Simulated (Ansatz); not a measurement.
**MnF2 (P4_2/mnm): equation of state**

One table from this session's results is given with a row withheld; the runs are named, their logs left out.

Method: DFT PBE+U (U_eff = 3.9 eV on Mn 3d), scalar-relativistic, plane waves, PAW, in Ansatz 0.2.0.

## The structure to begin with

It takes space group P4_2/mnm (No. 136, tetragonal). Conventional cell: a = 4.981 Å, b = 4.981 Å, c = 3.358 Å, α = 90.00°, β = 90.00°, γ = 90.00°. Mn (site symmetry mmm) is surrounded by 6 F at 2.15 to 2.17 Å. F (site symmetry m2m) has 3 Mn at 2.15 to 2.17 Å as nearest neighbours.

As a file:

```xyz
6
Lattice="4.9805 0.0000 0.0000 0.0000 4.9805 0.0000 0.0000 0.0000 3.3582" Properties=species:S:1:pos:R:3 pbc="T T T"
Mn    0.0000    0.0000    0.0000
Mn    2.4903    2.4903    1.6791
F     1.5193    1.5193    0.0000
F     0.9709    4.0096    1.6791
F     3.4612    3.4612    0.0000
F     4.0096    0.9709    1.6791
```

An earlier run at PBE+U (U_eff = 3.9 eV on Mn 3d) left this cell at 13.884 Å³/atom and -0.02 GPa (4×4×6 mesh). The large moments point both ways and cancel.

Volume factors to run: 0.980, 1.020, 0.960, 1.040.

Set-up of the first run:

The input, input.yaml:

```yaml
crystal:
  lattice:
    - [4.9470881113, 3.0e-10, 0.0]
    - [3.0e-10, 4.9470881113, 0.0]
    - [0.0, 0.0, 3.3356700181]
  atoms:
    - { symbol: Mn, position: [0.0, 0.0, 0.0], spin: 4.7 }
    - { symbol: Mn, position: [0.5, 0.5, 0.5], spin: -4.7 }
    - { symbol: F, position: [0.3050554732, 0.3050554732, 0.0] }
    - { symbol: F, position: [0.1949445259, 0.8050554741, 0.5] }
    - { symbol: F, position: [0.6949445268, 0.6949445268, 0.0] }
    - { symbol: F, position: [0.8050554741, 0.1949445259, 0.5] }
basis:
  ecutwfc: 420
  ecutrho_ratio: 4
kpoints:
  mp_grid: { grid: [4, 4, 6] }
hamiltonian:
  xc: pbe
  hubbard:
    sites:
      - { species: Mn, l: d, u_eff: 3.9, starting_ns: start.occupation_matrices }
    ns_hold: { iters: 6 }
scf:
  occupations: { method: gaussian, width: 0.05 }
  lower_state_search: "off"
output:
  forces: true
  stress: true
  eigenvalues: true
  populations: true
magnetization:
  spin_polarized: true
relax:
  f_tol: 0.01
  max_steps: 40
  cell: { stress_tol: 0.1, fix: [volume] }
```

start.occupation_matrices holds the open shells' occupation matrices from the neighbouring geometry.

The run is started by

```
$ ansatz run input.yaml --threads 4 --pin off --max-ram 10240MiB --backend cpu --events-out ev --progress --plain --runs-dir out
```

Steps of the session up to this table: Scaling the volume by 0.980; At 1.020 of the relaxed volume; At 0.960 of the relaxed volume; Scaling the volume by 1.040.

One of the session's tables, all rows but one given; the rest of the session is left out.

It belongs to the step «Energy and pressure against volume». 

```
volume (Å³/atom)  energy (meV/atom)  pressure (GPa)  gap (eV)  moment of atom 1 (μB)
          13.328               5.88            3.54      3.66                   4.23
          13.606                  ?               ?         ?                      ?
          13.884               0.00           -0.02      3.63                   4.28
          14.161               1.39           -1.53      3.62                   4.30
          14.439               5.21           -2.84      3.60                   4.32
```

Q: Estimate the row for volume (Å³/atom) = 13.606 from the others.

Worked estimate for «energy (meV/atom)». A straight line through the neighbours (13.328, 5.88) and (13.884, 0.00) gives 5.88 + (0.00 − 5.88) × (13.606 − 13.328) / (13.884 − 13.328) = 2.94; a parabola fitted to 3 rows on both sides gives 1.49.

The run gave: energy (meV/atom): 1.43; pressure (GPa): 1.65; gap (eV): 3.65; moment of atom 1 (μB): 4.25. In «energy (meV/atom)» the line misses by +1.51 and the parabola by +0.06.

Limits of these values: Warnings in the runs' records: stability check not made.
